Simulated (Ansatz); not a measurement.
Crystal: Ca3AsP.

```
CELL_PARAMETERS angstrom
5.33390 0.00000 0.00000
0.00000 5.33390 0.00000
0.00000 0.00000 5.33390
ATOMIC_POSITIONS crystal
As 0.00000 0.00000 0.00000
Ca 0.50000 0.50000 0.00000
Ca 0.50000 0.00000 0.50000
Ca 0.00000 0.50000 0.50000
P 0.50000 0.50000 0.50000
```

The cell comes from a database or a generator and needn't be the stable form of this composition.

| Quantity | Value |
| --- | --- |
| Program | Ansatz 0.2.0 |
| Task | relaxation of cell and atoms |
| Functional | PBE |
| Dispersion | D3(BJ)-ATM |
| Potentials or basis | Ansatz PAW |
| Cutoff | 420 eV (not typed: the program's choice for these potentials) |
| k mesh | 5 × 5 × 5 |
| Occupations | fermi-dirac, width 0.05 eV |
| Spin | no spin polarisation |

At the start: volume 30.35 Å³/atom.

Task: Where does the relaxation end?

Result: It ends after 4 steps and the volume is 29.20 Å³/atom (-3.8 %); space group Pm-3m (No. 221, to 0.05 Å).

The path:
```tsv
step	energy change (eV)	largest force (eV/Å)	volume (Å³)
1	0.0000	0.0000	151.75
2	-0.0280	0.0000	146.32
3	-0.0281	0.0000	145.98
4	-0.0277	0.0000	145.98
```

Final structure:
```
CELL_PARAMETERS angstrom
5.26541 0.00000 0.00000
0.00000 5.26541 0.00000
0.00000 0.00000 5.26541
ATOMIC_POSITIONS crystal
As 0.00000 0.00000 0.00000
Ca 0.50000 0.50000 0.00000
Ca 0.50000 0.00000 0.50000
Ca 0.00000 0.50000 0.50000
P 0.50000 0.50000 0.50000
```

Caveat: the plane-wave basis is chosen anew once the cell has moved, so the energies of steps on either side of that aren't comparable.
